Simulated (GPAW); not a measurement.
GaGe, 2 atoms in the cell. The structure is cubic, space group F-43m (No. 216). Conventional cell: a = 5.796 Å, b = 5.796 Å, c = 5.796 Å, α = 90.00°, β = 90.00°, γ = 90.00°. Ge (site symmetry -43m) has 4 Ga at 2.51 Å as nearest neighbours. Ga (site symmetry -43m) has 4 Ge at 2.51 Å as nearest neighbours. The cell comes from a database or a generator and needn't be the stable form of this composition.

| Quantity | Value |
| --- | --- |
| Program | GPAW 26.7.0 |
| Task | optical spectrum |
| Functional | GLLB-SC |
| Potentials or basis | the program's PAW data sets (release 1.2.1) made for this functional |
| Cutoff | 400 eV |
| Basis | pw |
| k mesh | 7 × 7 × 7 |
| Occupations | fermi-dirac, width 0.05 eV |
| Spin | no spin polarisation |
| Kernel | RPA |
| Eta | 0.5 eV |
| Response ecut | 150 eV |
| Scissors | 0 eV |
| Maxiter | 60 |
| Response k mesh | 4 × 4 × 4 |
| Domega0 | 0.05 eV |
| Omega2 | 10 eV |
| Response bands | 44 |
| Directions | ["x"] |
| Intraband | yes |

Potentials or basis: the program's PAW data sets (release 1.2.1) made for this functional, pw.

The run is started by

```console
$ OMP_NUM_THREADS=1 python run.py
```

Hardware: 1 thread of Arm Neoverse V1, on a shared host.

Problem. How long does it take, and how much memory?

Solution. Run time: 21 s on 1 thread of Arm Neoverse V1, on a shared host, peak memory 0.73 GiB. Counts: scf iterations 32.
